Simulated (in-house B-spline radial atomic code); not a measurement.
# Pb³⁺: ionisation energy by several methods

An exercise on one series of results from a longer session: the logs are not shown, and one member is left open.

Program: in-house B-spline radial atomic code version 1. Level of theory: Dirac-Coulomb, several functionals, exact exchange averaged over the configuration; spherical all-electron atom at the radial basis limit. These are calculated values, not measurements, unless marked.

### What is computed

| Quantity | Value |
| --- | --- |
| element | lead (Z = 82) |
| charge | +3 |
| electrons | 79 |
| configuration | [Xe] 4f14 5d10 6s1 |
| nucleus | Fermi, rms radius 5.501 fm |

Outer shells as boxes (Hund's rule):

[Xe] 4f14 5d10 6s1
```
[Xe] core
4f [↑↓][↑↓][↑↓][↑↓][↑↓][↑↓][↑↓]
5d [↑↓][↑↓][↑↓][↑↓][↑↓]
6s [↑ ]
```

The boxes only draw the filling; these runs are spin-restricted and spherical.

The first run:

The run's settings:

```ini
Z = 82
electrons = 79.0
configuration = [Xe] 4f14 5d10 6s1
hamiltonian = dirac
method = pbe0
spin_polarised = False
nucleus = fermi
rms_radius = 5.5012
mass_number = 208
atomic_mass = 207.976652005
speed_of_light = 137.035999084
exact_exchange = averaged over the configuration
```

Launch:

```bash
$ python run_scf.py task.json out
```

The settings of every run stand in task.json; they run in order.

Steps of the session up to this table: PBE0; ωB97X; HSE06; LC-ωPBE.

One table of the session follows, with a row left open; its other results are not shown here.

```
 method  ΔSCF (eV)  with Breit, QED, recoil (eV)
   PBE0          ?                             ?
  ωB97X     41.965                        41.877
  HSE06     42.370                        42.284
LC-ωPBE     42.156                        42.069
```

Estimate the missing values for PBE0.

The run gave: ΔSCF (eV): 42.351; with Breit, QED, recoil (eV): 42.265. In the column «ΔSCF (eV)» it lies between LC-ωPBE (42.156) and HSE06 (42.370).
